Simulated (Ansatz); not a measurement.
**HfB2: one contact scaled**

One table from this session's results is given with a row withheld; the runs are named, their logs left out.

Computed with Ansatz 0.2.0 (DFT r²SCAN, with the methods named in each step, unless a step's input says otherwise).

**Starting point**

It takes space group P6/mmm (No. 191, hexagonal). The conventional cell has a = 3.140 Å, b = 3.140 Å, c = 3.480 Å, α = 90.00°, β = 90.00°, γ = 120.00°. Hf (site symmetry 6/mmm) has 12 B at 2.51 Å as nearest neighbours. B (site symmetry -6m2) has 3 B at 1.81 Å and 6 Hf at 2.51 Å as nearest neighbours.

As a file:

```cif
data_structure
_symmetry_space_group_name_H-M 'P6/mmm'
_symmetry_Int_Tables_number 191
_cell_length_a 3.1400
_cell_length_b 3.1400
_cell_length_c 3.4800
_cell_angle_alpha 90.000
_cell_angle_beta 90.000
_cell_angle_gamma 120.000
_cell_volume 29.71
loop_
_atom_site_label
_atom_site_type_symbol
_atom_site_symmetry_multiplicity
_atom_site_Wyckoff_symbol
_atom_site_fract_x
_atom_site_fract_y
_atom_site_fract_z
_atom_site_occupancy
Hf1 Hf 1 a 0.00000 0.00000 0.00000 1
B1 B 2 d 0.33333 0.66667 0.50000 1
```

The file gives the conventional cell by its symmetry; the runs use the cell typed in the input.

Atoms are numbered in the order of the input: Hf1, B2, B3.

Set-up of the first run:

Contents of input.yaml:

```yaml
crystal:
  lattice:
    - [3.14, 0.0, 0.0]
    - [-1.57, 2.7193197679, 0.0]
    - [0.0, 0.0, 3.48]
  atoms:
    - { symbol: Hf, position: [0.0, 0.0, 0.0] }
    - { symbol: B, position: [0.3333333333, 0.6666666667, 0.5] }
    - { symbol: B, position: [0.6666666667, 0.3333333333, 0.5] }
kpoints:
  mp_grid: { grid: [11, 11, 9] }
scf:
  occupations: { method: fermi_dirac, width: 0.05 }
hamiltonian:
  xc: r2scan
  pseudopotentials: { kind: paw }
output:
  forces: true
  stress: true
  eigenvalues: true
  efg: { contact_densities: true }
  populations: true
```

Started as:

```sh
ansatz run input.yaml --threads 1 --pin off --max-ram 3072MiB --backend cpu --events-out ev --progress --plain --runs-dir out
```

Among the steps run: Shortest bond scaled by 1, PAW; Shortest bond scaled by 1.1, PAW; Shortest bond scaled by 0.94, PAW; Shortest bond scaled by 0.88, PAW; Shortest bond scaled by 0.58, PAW; Shortest bond scaled by 0.58, PAW (level accurate).

One of the session's tables, all rows but one given; the rest of the session is left out.

```
              method  length (Å)  F from the given length (eV/cell)  force along the bond (eV/Å)  pressure (GPa)  largest force (eV/Å)
                 PAW       1.051                             10.342                       48.220           88.99                48.220
                 PAW       1.595                              0.372                        3.736            3.91                 3.736
                 PAW       1.704                                  ?                            ?               ?                     ?
                 PAW       1.813                              0.000                        0.000           -0.66                 0.000
                 PAW       1.994                              0.189                       -1.936            1.69                 1.936
PAW (level accurate)       1.051                                  –                       48.564           89.81                48.564
```

Estimate the missing values for PAW, 1.704.

**Answer.** F from the given length (eV/cell): 0.085; force along the bond (eV/Å): 1.622; pressure (GPa): 0.39; largest force (eV/Å): 1.622. In the column «F from the given length (eV/cell)» it lies between PAW, 1.813 (0.000) and PAW, 1.994 (0.189).

To keep in mind: Spin-orbit coupling is left out, though the cell holds Hf; in elements this heavy it can shift bands and gaps by tenths of an eV. Warnings in the runs' records: gradients without spin orbit.
